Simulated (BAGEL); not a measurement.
# [BF4]− (tetrafluoroborate) at B3LYP/6-31G(d) (density fitting with qzvpp-jkfit, spherical functions)

What is the energy change on altering one bond length of [BF4]− (tetrafluoroborate) at B3LYP/6-31G* (density fitting with qzvpp-jkfit, spherical functions)? 

The results are computed with BAGEL 1.2.2.

2 further runs of the same task are left out: 2 that didn't finish. Runs told in other sessions of the task aren't counted.

### 1 The system as given

[BF4]− has 5 atoms, charge -1, and is taken as a singlet. As SMILES, `F[B-](F)(F)F`. The shape is that of a PBE0-D4/def2-TZVPD optimisation.

Bond lengths: F1–B2 1.406 Å, B2–F3 1.406 Å, B2–F4 1.406 Å, B2–F5 1.406 Å. Angles: F1–B2–F3 109.5°, F1–B2–F4 109.5°, F1–B2–F5 109.5°, F3–B2–F4 109.5°, F3–B2–F5 109.5°, F4–B2–F5 109.5°.

### 2 A single-point energy at B3LYP/6-31G(d) (density fitting with qzvpp-jkfit, spherical functions)

File input.json:

```json
{ "bagel" : [

{
  "title" : "molecule",
  "basis" : "6-31gs.json",
  "df_basis" : "qzvpp-jkfit",
  "angstrom" : true,
  "geometry" : [
    { "atom" : "F", "xyz" : [   -0.057100,   -0.040200,    1.404000 ] },
    { "atom" : "B", "xyz" : [    0.000000,    0.000000,    0.000100 ] },
    { "atom" : "F", "xyz" : [    0.948900,   -0.931000,   -0.457200 ] },
    { "atom" : "F", "xyz" : [   -1.262500,   -0.319100,   -0.529700 ] },
    { "atom" : "F", "xyz" : [    0.370700,    1.290300,   -0.417200 ] }
  ]
},
{
  "title" : "ks",
  "xc_func" : "b3lyp",
  "charge" : -1
},
{
  "title" : "print",
  "file" : "orbitals.molden",
  "orbitals" : true
}

]}
```

The basis set 6-31G* is read from a file made from the Basis Set Exchange's data (not shown).

Started as:

```console
BAGEL_NUM_THREADS=1 BAGEL input.json > input.out
```

What it wrote:

```text
* using 1 threads per process

  ===============================================================
  ===============================================================

  *** Geometry ***

  { "atom" : "F", "xyz" : [     -0.107903,     -0.075967,      2.653175 ] },
  { "atom" : "B", "xyz" : [      0.000000,      0.000000,      0.000189 ] },
  { "atom" : "F", "xyz" : [      1.793161,     -1.759335,     -0.863983 ] },
  { "atom" : "F", "xyz" : [     -2.385779,     -0.603012,     -1.000988 ] },
  { "atom" : "F", "xyz" : [      0.700521,      2.438314,     -0.788394 ] },

  Number of auxiliary basis functions:      383

  Since a DF basis is specified, we compute 2- and 3-index integrals:
    o Being stored without compression. Storage requirement is 0.015 GB

  Number of basis functions:       70
  Number of electrons      :       41

    * METHOD: MOLECULE                             0.09

  *** Kohn-Sham DFT ***

    * Removing 8749 points whose weight is below 1.00e-10
    * Grid points: 65781

  === Nuclear Repulsion ===
   179.7866690649

       - DIIS with orbital gradients will be used.

  === KS iteration (b3lyp / 6-31gs.json) ===
      0       -399.90717229          0.16501420           0.17
      1       -401.33451548          0.19810553           0.18
      2       -411.53434791          0.15442972           0.17
      3       -424.42867985          0.01528264           0.17
      4       -424.47352947          0.00729323           0.17
      5       -424.49051735          0.00322968           0.18
      6       -424.49337627          0.00076927           0.18
      7       -424.49354646          0.00001865           0.17
      8       -424.49354651          0.00001330           0.17
      9       -424.49354657          0.00000066           0.17
     10       -424.49354657          0.00000001           0.17
     11       -424.49354657          0.00000000           0.17
    * SCF iteration converged.

    * Permanent dipole moment:
           (   -0.000011,     0.000051,    -0.000466) a.u.

    * METHOD: KS                                   2.33

    * METHOD: PRINT                                0.01

  ===============================================================
```

Run time: 2.6 s. Hardware: 1 thread of Intel Xeon 6975P-C (Granite Rapids), shared host; peak memory 0.25 GiB.

### 3 The distorted shape, same level

File input.json:

```json
{ "bagel" : [

{
  "title" : "molecule",
  "basis" : "6-31gs.json",
  "df_basis" : "qzvpp-jkfit",
  "angstrom" : "true",
  "geometry" : [
    { "atom" : "F", "xyz" : [      -0.085652,      -0.060301,       2.105996 ] },
    { "atom" : "B", "xyz" : [       0.000000,       0.000000,       0.000100 ] },
    { "atom" : "F", "xyz" : [       0.948900,      -0.931000,      -0.457200 ] },
    { "atom" : "F", "xyz" : [      -1.262500,      -0.319100,      -0.529700 ] },
    { "atom" : "F", "xyz" : [       0.370700,       1.290300,      -0.417200 ] }
  ]
},

{ "title" : "ks", "xc_func" : "b3lyp", "charge" : -1 },

{ "title" : "print", "file" : "orbitals.molden", "orbitals" : "true" }

]}
```

The basis set 6-31G* is read from a file made from the Basis Set Exchange's data (not shown).

Started as:

```console
BAGEL_NUM_THREADS=1 BAGEL input.json > input.out
```

What it wrote:

```text
* using 1 threads per process

  ===============================================================
  ===============================================================

  *** Geometry ***

  { "atom" : "F", "xyz" : [     -0.161859,     -0.113952,      3.979756 ] },
  { "atom" : "B", "xyz" : [      0.000000,      0.000000,      0.000189 ] },
  { "atom" : "F", "xyz" : [      1.793161,     -1.759335,     -0.863983 ] },
  { "atom" : "F", "xyz" : [     -2.385779,     -0.603012,     -1.000988 ] },
  { "atom" : "F", "xyz" : [      0.700521,      2.438314,     -0.788394 ] },

  Number of auxiliary basis functions:      383

  Since a DF basis is specified, we compute 2- and 3-index integrals:
    o Being stored without compression. Storage requirement is 0.015 GB

  Number of basis functions:       70
  Number of electrons      :       41

    * METHOD: MOLECULE                             0.09

  *** Kohn-Sham DFT ***

    * Removing 7914 points whose weight is below 1.00e-10
    * Grid points: 66616

  === Nuclear Repulsion ===
   162.4951898607

       - DIIS with orbital gradients will be used.

  === KS iteration (b3lyp / 6-31gs.json) ===
      0       -399.67844708          0.14821991           0.20
      1       -396.89749331          0.19915180           0.19
      2       -378.84588758          0.15144820           0.20
      3       -376.95611258          0.31356142           0.19
      4       -391.52254422          0.16629526           0.20
      5       -421.02492084          0.08012484           0.20
      6       -423.08315238          0.05699759           0.20
      7       -423.00745866          0.05345080           0.19
      8       -424.22289620          0.02398966           0.20
      9       -424.33991614          0.01343194           0.20
     10       -424.40013023          0.00418242           0.19
     11       -424.40742314          0.00017861           0.20
     12       -424.40742887          0.00012557           0.19
     13       -424.40743343          0.00003208           0.19
     14       -424.40743372          0.00000643           0.19
     15       -424.40743373          0.00000326           0.19
     16       -424.40743373          0.00000260           0.19
     17       -424.40743374          0.00000057           0.20
     18       -424.40743374          0.00000010           0.20
     19       -424.40743374          0.00000005           0.20
     20       -424.40743374          0.00000001           0.20
    * SCF iteration converged.

    * Permanent dipole moment:
           (   -0.045812,    -0.032188,     1.125621) a.u.

    * METHOD: KS                                   4.33

    * METHOD: PRINT                                0.01

  ===============================================================
```

Wall time 4.8 s (1 thread of Intel Xeon 6975P-C (Granite Rapids), shared host); peak memory 0.25 GiB.

### 4 Summary of results

At B3LYP/6-31G* (density fitting with qzvpp-jkfit, spherical functions):

```
                                                              quantity          value
                                             first shape: total energy  -424.49355 Eh
                                              first shape: HOMO energy       -3.09 eV
                                              first shape: LUMO energy       12.61 eV
    first shape: HOMO–LUMO gap (to an unbound level, set by the basis)       15.70 eV
                                         distorted shape: total energy  -424.40743 Eh
                                          distorted shape: HOMO energy       -1.39 eV
                                          distorted shape: LUMO energy        6.76 eV
distorted shape: HOMO–LUMO gap (to an unbound level, set by the basis)        8.15 eV
     energy change with the F1–B2 bond stretched from 1.406 to 2.108 Å       2.343 eV
```

In words: With the F1–B2 bond stretched from 1.406 to 2.108 Å the energy rises by 2.34 eV (226 kJ/mol). The first shape isn't relaxed at this level, so the change isn't measured from a minimum.
